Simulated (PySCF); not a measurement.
# C4H12Ti (TiMe4): the cost of one run

Computed with PySCF 2.14.0, with density-fitted response routines of our own, on a single molecule in the gas phase. Atoms count from 0, in the outputs and in this text.

### 1 Starting geometry

17 atoms, charge 0, multiplicity 1; geometry from: GFN2-xTB. The atoms were then displaced at random by about 0.03 Å, so the start is not that level's minimum.

Bonds of the start (Å): Ti0–C1 2.06, Ti0–C5 2.01, Ti0–C9 2.16, Ti0–C13 2.06, C1–H2 1.14, C1–H3 1.18, C1–H4 1.10, C5–H6 1.10, C5–H7 1.13, C5–H8 1.12, C9–H10 1.10, C9–H11 1.12, C9–H12 1.17, C13–H14 1.07, C13–H15 1.10, C13–H16 1.13.

### 2 Optimising the geometry at PBE0-D3(BJ)/def2-SVP

The job: settings as JSON, then the geometry in Å.

```
{"job": {"xc": "PBE0", "basis": "def2-SVP", "d3": "d3bj", "grid": 1, "maxiter": 40, "shake": 0.03, "kind": "geom"}, "charge": 0, "multiplicity": 1}
Ti     0.063430    -0.076560     0.013080
C     -0.020790    -0.026810     2.067320
H     -1.092050     0.060650     2.438640
H      0.677660     0.836870     2.469810
H      0.425310    -0.965080     2.436180
C      1.944500     0.018610    -0.700440
H      2.016750    -0.120130    -1.788320
H      2.583980    -0.804200    -0.264940
H      2.461430     0.964390    -0.384370
C     -0.984150     1.689740    -0.648340
H     -0.897760     1.800550    -1.743290
H     -0.551010     2.609140    -0.187410
H     -2.137630     1.684350    -0.476270
C     -1.024500    -1.679760    -0.680760
H     -1.984820    -1.822020    -0.242030
H     -0.404660    -2.559530    -0.447630
H     -1.104200    -1.610800    -1.800990
```

Launch:

```bash
$ OMP_NUM_THREADS=1 python probes_run.py task.json out
```

This one command runs all jobs of the session in turn.

**Question.** How long does this first job take on 1 thread of Arm Neoverse V1, shared host, and how much memory does it need?

About 76 s, with a peak of 0.64 GiB.
